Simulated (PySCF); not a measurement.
# C5H5BCl2O: a tour of settings, part 2 of 2

PySCF 2.14.0. Atoms count from 0.

## Step 4: Spin-spin couplings: wB97X-D/pcSseg-1

Job settings and geometry (Å):

```
{"job": {"kind": "j", "xc": "wB97X-D", "basis": "pcSseg-1", "scf": {"guess": "atom"}}, "charge": 0, "multiplicity": 1}
C      2.219498     0.946056     0.071269
C      0.957374     0.166215     0.017866
C      0.737128    -1.189390    -0.018874
C     -0.653940    -1.356796    -0.050204
C     -1.217989    -0.091520    -0.031291
B     -2.682179     0.344956    -0.052440
Cl    -3.128936     2.007021    -0.013741
Cl    -3.916770    -0.858132    -0.115874
O     -0.204459     0.823753     0.011111
H      2.341438     1.398690     1.055151
H      2.194390     1.749139    -0.662624
H      3.067369     0.297508    -0.126673
H      1.482477    -1.958025    -0.023643
H     -1.196079    -2.279948    -0.082200
```

With the program's defaults for keys left out, this is: wB97X-D/pcSseg-1 indirect spin-spin coupling, non-relativistic, gas phase.

Output:

```text
final grid: 128808 points
cycle   1  E = -1213.7584330145  dE =  3.231e+00  |g| = 8.036e-01  |ddm| = 3.730e+00
cycle   2  E = -1213.8397965744  dE = -8.136e-02  |g| = 5.926e-01  |ddm| = 1.205e+00
cycle   3  E = -1213.9195893840  dE = -7.979e-02  |g| = 7.855e-02  |ddm| = 4.672e-01
cycle   4  E = -1213.9208822110  dE = -1.293e-03  |g| = 3.536e-02  |ddm| = 9.188e-02
cycle   5  E = -1213.9211656725  dE = -2.835e-04  |g| = 8.609e-03  |ddm| = 4.203e-02
cycle   6  E = -1213.9211821177  dE = -1.645e-05  |g| = 2.613e-03  |ddm| = 1.044e-02
cycle   7  E = -1213.9211837105  dE = -1.593e-06  |g| = 8.619e-04  |ddm| = 3.172e-03
cycle   8  E = -1213.9211839279  dE = -2.174e-07  |g| = 3.040e-04  |ddm| = 1.246e-03
cycle   9  E = -1213.9211839594  dE = -3.146e-08  |g| = 1.214e-04  |ddm| = 5.031e-04
cycle  10  E = -1213.9211839639  dE = -4.485e-09  |g| = 5.906e-05  |ddm| = 1.551e-04
cycle  11  E = -1213.9211839650  dE = -1.179e-09  |g| = 1.745e-05  |ddm| = 8.444e-05
cycle  12  E = -1213.9211839652  dE = -1.346e-10  |g| = 6.753e-06  |ddm| = 2.610e-05
converged SCF energy = -1213.9211839652

Indirect spin-spin couplings (Hz)
  i      j    bonds     total        FC       PSO       DSO        SD
  0 C    9 H    1    133.530   131.535     1.315     0.679         -
  0 C   10 H    1    133.751   131.795     1.271     0.685         -
  0 C   11 H    1    135.767   133.820     1.276     0.671         -
  0 C   12 H    3      0.738     0.821     0.012    -0.095         -
  1 C    5 B    3      4.651     3.570     0.535    -0.064     0.610
  1 C    9 H    2     -9.746    -9.762    -0.022     0.038         -
  1 C   10 H    2     -9.084    -9.051    -0.063     0.029         -
  1 C   11 H    2     -0.664    -0.435    -0.269     0.041         -
  1 C   12 H    2      5.547     6.845    -1.020    -0.278         -
  1 C   13 H    3      6.438     6.702     0.239    -0.502         -
  2 C    5 B    3      2.637     2.477     0.234    -0.056    -0.019
  2 C    9 H    3      4.422     4.498     0.190    -0.265         -
  2 C   10 H    3      4.390     4.457     0.293    -0.360         -
  2 C   11 H    3      1.697     1.932    -0.322     0.087         -
  2 C   12 H    1    154.324   152.864     0.486     0.974         -
  2 C   13 H    2      0.903     1.776    -0.522    -0.351         -
  3 C    5 B    2      9.504     8.456     0.450     0.052     0.545
  3 C    9 H    4     -2.783    -2.653     0.163    -0.293         -
  3 C   10 H    4     -1.541    -1.400     0.180    -0.321         -
  3 C   11 H    4     -0.191    -0.105     0.182    -0.268         -
  3 C   12 H    2      0.662     1.604    -0.572    -0.371         -
  3 C   13 H    1    157.281   156.331    -0.051     1.001         -
  4 C    5 B    1    116.889   118.816    -2.442     0.475     0.041
  4 C    9 H    4      1.852     1.908     0.214    -0.271         -
  4 C   10 H    4      1.038     1.111     0.201    -0.274         -
  4 C   11 H    4      0.385     0.505     0.223    -0.343         -
  4 C   12 H    3      4.870     5.018     0.352    -0.500         -
  4 C   13 H    2      6.354     7.649    -1.109    -0.186         -
  5 B    8 O    2    -10.093    -9.977    -0.090    -0.050     0.024
  5 B    9 H    5      0.399     0.371     0.172    -0.139    -0.005
  5 B   10 H    5      0.266     0.236     0.159    -0.117    -0.012
  5 B   11 H    5      0.359     0.353     0.252    -0.244    -0.003
  5 B   12 H    4      0.417     0.371     0.389    -0.335    -0.007
  5 B   13 H    3      0.815     0.673     0.016     0.140    -0.014
  8 O    9 H    3     -0.589    -0.677     0.091    -0.002         -
  8 O   10 H    3     -1.420    -1.527     0.182    -0.075         -
  8 O   11 H    3     -6.916    -7.155     0.004     0.235         -
  8 O   12 H    3     -1.757    -2.085     0.005     0.322         -
  8 O   13 H    3     -1.425    -1.790     0.066     0.300         -
  9 H   10 H    2    -15.638   -15.570     2.432    -2.500         -
  9 H   11 H    2    -12.467   -12.335     2.532    -2.664         -
  9 H   12 H    4     -1.696    -1.532     0.817    -0.981         -
  9 H   13 H    5      0.673     0.873     1.055    -1.256         -
 10 H   11 H    2    -11.750   -11.592     2.550    -2.708         -
 10 H   12 H    4     -1.149    -0.936     1.155    -1.368         -
 10 H   13 H    5      0.550     0.767     1.126    -1.343         -
 11 H   13 H    5      0.159     0.311     0.920    -1.072         -
 12 H   13 H    3      2.481     2.642     0.707    -0.869         -
```

Run time: 47 s. Hardware: 1 thread of Arm Neoverse V1, shared host; peak memory 1 GiB.

This basis has no tight s functions, so the Fermi-contact terms are rough.

A choice of the couplings up to four bonds, sorted by the number of bonds, with means over like pairs; isotopes 11B, 13C, 1H, 17O:

| pair | bonds | J (Hz) | Fermi contact (Hz) | dihedral (°) |
| --- | --- | --- | --- | --- |
| C3–H13 | 1 | 157.3 | 156.3 | – |
| C2–H12 | 1 | 154.3 | 152.9 | – |
| C0–H9 | 1 | 134.3 | 132.4 | – |
| C4–B5 | 1 | 116.9 | 118.8 | – |
| H9–H10 | 2 | -13.3 | -13.2 | – |
| B5–O8 | 2 | -10.1 | -10.0 | – |
| C3–B5 | 2 | 9.5 | 8.5 | – |
| C1–H9 | 2 | -6.5 | -6.4 | – |
| C4–H13 | 2 | 6.4 | 7.6 | – |
| C1–H12 | 2 | 5.5 | 6.8 | – |
| C1–H13 | 3 | 6.4 | 6.7 | -180 |
| C4–H12 | 3 | 4.9 | 5.0 | -180 |
| C1–B5 | 3 | 4.7 | 3.6 | -180 |
| C2–H9 | 3 | 3.5 | 3.6 | – |
| O8–H9 | 3 | -3.0 | -3.1 | – |
| C2–B5 | 3 | 2.6 | 2.5 | 180 |
| H12–H13 | 3 | 2.5 | 2.6 | 0 |
| O8–H12 | 3 | -1.8 | -2.1 | 180 |
| O8–H13 | 3 | -1.4 | -1.8 | 180 |
| C3–H9 | 4 | -1.5 | -1.4 | – |
| C4–H9 | 4 | 1.1 | 1.2 | – |

The spin-dipole term was solved for some atoms only; pairs without it lack that part.

The response was solved for the nuclei of B, H alone, so couplings that need other nuclei can be missing.

Quadrupole couplings from the field gradients of the same density:

| atom | isotope | eQq/h (MHz) | η |
| --- | --- | --- | --- |
| Cl7 | 35Cl | -41.0 | 0.51 |
| Cl6 | 35Cl | -40.9 | 0.60 |
| O8 | 17O | -8.661 | 0.05 |
| B5 | 11B | 3.102 | 0.72 |

Shifts (PBE0/pcSseg-1, scaled to CDCl3) and these couplings together give the proton spectrum at 400 MHz below. Couplings to quadrupolar nuclei are left out.

¹H NMR δ 7.47 (d, J = 2.5 Hz, 1H), 6.23 (d, J = 2.5 Hz, 1H), 2.51 (s, 3H).

## Step 5: TDDFT and polarisability: PBE0/def2-SVPD

Same as in step 4 but for these lines:

```diff
@@ -1,2 +1,2 @@
-{"job": {"kind": "j", "xc": "wB97X-D", "basis": "pcSseg-1", "scf": {"guess": "atom"}}, "charge": 0, "multiplicity": 1}
+{"job": {"kind": "uv", "xc": "PBE0", "basis": "def2-SVPD", "nstates": 1, "ntriplets": 5, "tda": false, "scf": {"guess": "huckel"}}, "charge": 0, "multiplicity": 1}
 C      2.219498     0.946056     0.071269
```

Level: TDDFT PBE0/def2-SVPD, vertical, gas phase, core orbitals frozen in the response.

Output:

```text
final grid: 128808 points
cycle   1  E = -1208.7750842968  dE =  8.529e-01  |g| = 4.157e+00  |ddm| = 1.422e+01
cycle   2  E = -1191.6107105867  dE =  1.716e+01  |g| = 6.573e+00  |ddm| = 9.409e+01
cycle   3  E = -1205.7892064744  dE = -1.418e+01  |g| = 3.599e+00  |ddm| = 9.474e+01
cycle   4  E = -1212.6821432096  dE = -6.893e+00  |g| = 1.013e+00  |ddm| = 7.816e+00
cycle   5  E = -1212.9126250462  dE = -2.305e-01  |g| = 5.355e-01  |ddm| = 3.513e+00
cycle   6  E = -1212.9519996374  dE = -3.937e-02  |g| = 3.667e-01  |ddm| = 1.657e+00
cycle   7  E = -1212.9857135607  dE = -3.371e-02  |g| = 5.511e-02  |ddm| = 6.547e-01
cycle   8  E = -1212.9864612235  dE = -7.477e-04  |g| = 2.245e-02  |ddm| = 2.026e-01
cycle   9  E = -1212.9865811789  dE = -1.200e-04  |g| = 7.377e-03  |ddm| = 5.629e-02
cycle  10  E = -1212.9865906376  dE = -9.459e-06  |g| = 4.358e-03  |ddm| = 2.427e-02
cycle  11  E = -1212.9865958478  dE = -5.210e-06  |g| = 6.877e-04  |ddm| = 1.034e-02
cycle  12  E = -1212.9865959670  dE = -1.191e-07  |g| = 2.730e-04  |ddm| = 2.072e-03
cycle  13  E = -1212.9865959862  dE = -1.920e-08  |g| = 8.343e-05  |ddm| = 7.284e-04
cycle  14  E = -1212.9865959883  dE = -2.171e-09  |g| = 2.728e-05  |ddm| = 2.201e-04
cycle  15  E = -1212.9865959885  dE = -1.519e-10  |g| = 1.368e-05  |ddm| = 6.929e-05
converged SCF energy = -1212.9865959885

Static polarisability (au): isotropic 107.402, principal 65.569 107.101 149.536

Singlet excitations
state   eV       nm        f      main configurations
  1   4.5810    270.6   0.47568   H->L 0.98

Triplet excitations (Tamm-Dancoff, eV): 3.0271 4.7166 5.3345 5.4868 5.6629
```

Wall time 43 s (1 thread of Arm Neoverse V1, shared host); peak memory 0.96 GiB.

This run: HOMO -6.95 eV, LUMO -1.85 eV; lowest singlet 4.58 eV.

## Step 6: Nuclear shieldings: PBE0/cc-pVDZ

Same as in step 5 but for these lines:

```diff
@@ -1,2 +1,2 @@
-{"job": {"kind": "uv", "xc": "PBE0", "basis": "def2-SVPD", "nstates": 1, "ntriplets": 5, "tda": false, "scf": {"guess": "huckel"}}, "charge": 0, "multiplicity": 1}
+{"job": {"kind": "nmr", "xc": "PBE0", "basis": "cc-pVDZ", "pop": true}, "charge": 0, "multiplicity": 1}
 C      2.219498     0.946056     0.071269
```

With the program's defaults for keys left out, this is: GIAO PBE0/cc-pVDZ NMR shielding, non-relativistic, gas phase.

Output:

```text
coarse grid: 13952 points
cycle   1  E = -1213.4137358146  dE =  1.682e+00  |g| = 4.698e-01  |ddm| = 7.469e+00
cycle   2  E = -1213.3978885723  dE =  1.585e-02  |g| = 5.743e-01  |ddm| = 1.734e+00
cycle   3  E = -1213.4648846384  dE = -6.700e-02  |g| = 9.148e-02  |ddm| = 8.623e-01
cycle   4  E = -1213.4663785946  dE = -1.494e-03  |g| = 3.340e-02  |ddm| = 1.625e-01
cycle   5  E = -1213.4665678785  dE = -1.893e-04  |g| = 1.540e-02  |ddm| = 6.178e-02
cycle   6  E = -1213.4666289713  dE = -6.109e-05  |g| = 3.593e-03  |ddm| = 2.755e-02
cycle   7  E = -1213.4666320606  dE = -3.089e-06  |g| = 7.807e-04  |ddm| = 6.296e-03
final grid: 128808 points
cycle   8  E = -1213.4904914217  dE = -2.261e-05  |g| = 1.028e-02  |ddm| = 6.659e-02
cycle   9  E = -1213.4904609967  dE =  3.043e-05  |g| = 1.624e-02  |ddm| = 3.493e-02
cycle  10  E = -1213.4905136909  dE = -5.269e-05  |g| = 2.206e-03  |ddm| = 2.063e-02
cycle  11  E = -1213.4905148666  dE = -1.176e-06  |g| = 3.629e-04  |ddm| = 3.693e-03
cycle  12  E = -1213.4905148965  dE = -2.987e-08  |g| = 1.223e-04  |ddm| = 7.281e-04
cycle  13  E = -1213.4905149001  dE = -3.586e-09  |g| = 4.306e-05  |ddm| = 2.534e-04
cycle  14  E = -1213.4905149005  dE = -4.857e-10  |g| = 1.655e-05  |ddm| = 9.720e-05
converged SCF energy = -1213.4905149005

GIAO shielding tensors (ppm)
atom      isotropic    diamagn.    paramagn.     s11        s22        s33       span
  0 C      182.937     248.721     -65.783    173.174    174.424    201.214     28.039
  1 C       36.756     256.990    -220.234    -38.034     37.980    110.322    148.356
  2 C       87.788     256.728    -168.940     13.712     84.782    164.871    151.158
  3 C       65.125     256.754    -191.629    -24.631     50.469    169.538    194.169
  4 C       42.837     253.157    -210.320    -22.864     39.150    112.225    135.088
  5 B       69.891     200.194    -130.303     51.967     57.896     99.812     47.845
  6 Cl     788.688    1147.832    -359.143    568.770    814.943    982.352    413.582
  7 Cl     800.465    1147.113    -346.647    592.147    854.532    954.718    362.571
  8 O       40.141     395.531    -355.390   -106.462    -31.572    258.458    364.920
  9 H       29.322      28.872       0.449     25.351     27.187     35.427     10.076
 10 H       29.330      29.191       0.139     24.661     28.272     35.056     10.395
 11 H       29.458      28.932       0.525     24.588     28.829     34.955     10.367
 12 H       25.419      33.428      -8.009     22.896     25.631     27.730      4.834
 13 H       24.072      32.656      -8.584     21.342     22.342     28.533      7.191
```

It took 22 s on 1 thread of Arm Neoverse V1, shared host; peak memory 0.78 GiB.

This run: δ C1 162.4, C4 156.3, C3 134.0, C2 111.3, H13 7.68, H12 6.33 ppm.

## Step 7: Comparing the runs: NMR shifts

Shifts (ppm) of some atoms, chosen among heavy atoms and hydrogens apart, means over like atoms, with basis size and wall time:

| run | C1 | C4 | C3 | C2 | H12 | H9 | O8 | functions | time |
| --- | --- | --- | --- | --- | --- | --- | --- | --- | --- |
| PBE0/pcSseg-1 | 169.3 | 163.7 | 140.9 | 116.9 | 6.49 | 2.55 | 326.9 | 192 | 28 s |
| PBE0/cc-pVDZ | 162.4 | 156.3 | 134.0 | 111.3 | 6.33 | 2.38 | 304.9 | 159 | 22 s |

## Step 8: Summary of results

The summary covers parts 1 to 2.

```
                                                                quantity                                 value
                                  ¹³C shifts against TMS (PBE0/pcSseg-1)  169.3, 163.7, 140.9, 116.9, 17.0 ppm
  ¹H shifts against TMS (PBE0/pcSseg-1, means over atoms taken as alike)                  7.81, 6.49, 2.55 ppm
                             ¹¹B shifts against BF3·OEt2 (PBE0/pcSseg-1)                              43.1 ppm
³⁵Cl shifts against HCl (PBE0/pcSseg-1, means over atoms taken as alike)                               199 ppm
                                  ¹⁷O shifts against H2O (PBE0/pcSseg-1)                             326.9 ppm
                                         lowest singlet (PBE0/def2-SVPD)           4.58 eV (271 nm), f = 0.476
                                                          lowest triplet                               3.03 eV
                        largest coupling of the table (wB97X-D/pcSseg-1)              ¹J(C,H) C3–H13, 157.3 Hz
                                                range of the shift of O8                    304.9 to 326.9 ppm
```

What this shows: Single values in the summary come from the first run of each kind that ended normally (PBE0/pcSseg-1; PBE0/def2-SVPD; wB97X-D/pcSseg-1), which need not be the best level. At PBE0/pcSseg-1: The widest tensor belongs to Cl6, Cl7: span 436 ppm, with a paramagnetic part of -396 ppm. NICS(1)zz of -24 ppm above the planar ring from C1 marks a diatropic (aromatic) ring current. The lowest singlet, at 4.58 eV, is HOMO→LUMO 0.98 and is bright. The lowest triplet lies 1.55 eV below the lowest singlet (triplets in Tamm-Dancoff, singlets in full TDDFT). Of the pairs tabulated at wB97X-D/pcSseg-1, C3–H13 couples most strongly (157.3 Hz; Fermi contact 156.3 Hz). Couplings across rotatable bonds belong to this one conformer; where others are populated, the observed values are averages. Among the atoms with a shift in every run: Across the 2 runs the shift of O8 moves most, between 304.9 (PBE0/cc-pVDZ) and 326.9 ppm (PBE0/pcSseg-1). Couplings from bases without tight functions are rough.
